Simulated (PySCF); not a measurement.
# C5H8N2: the cost of one run

Computed with PySCF 2.14.0 and routines of our own; the level stands in each step. Atoms count from 0.

## 1. The system as given

15 atoms, charge -1, multiplicity 2; geometry from: GFN2-xTB.

## 2. Open-shell or spin-flip excitations: unrestricted TDDFT CAM-B3LYP/def2-SVPD in water

What the job is given:

```
{"job": {"kind": "uabs", "xc": "CAM-B3LYP", "basis": "def2-SVPD", "nstates": 10, "tda": false, "solvent": "water", "pol": false}, "charge": -1, "multiplicity": 2}
C      0.951488    -1.207070     1.447963
C      0.715259    -0.144108     0.634110
C     -0.320836     0.077002    -0.330381
C     -0.104849     1.047116    -1.360329
C      1.019938     1.736106    -1.672985
N     -1.545481    -0.472932    -0.380116
N     -1.935239    -1.351053     0.661877
H      1.783463    -1.196382     2.142492
H      0.389415    -2.124423     1.400320
H      1.427310     0.675964     0.709082
H     -0.977247     1.207496    -1.988762
H      1.946666     1.634388    -1.131726
H      1.030686     2.448029    -2.486566
H     -1.449495    -1.130277     1.535577
H     -2.935492    -1.191867     0.797531
```

Level: unrestricted TDDFT CAM-B3LYP/def2-SVPD, vertical, IEF-PCM water (non-equilibrium linear response), core orbitals frozen in the response.

Command:

```bash
$ OMP_NUM_THREADS=1 python excited_run.py task.json out
```

This one command runs all jobs of the session in turn.

**Question.** How long does this first job take on 1 thread of Arm Neoverse N1, shared host, and how much memory does it need?

About 2.3 min, with a peak of 0.88 GiB.
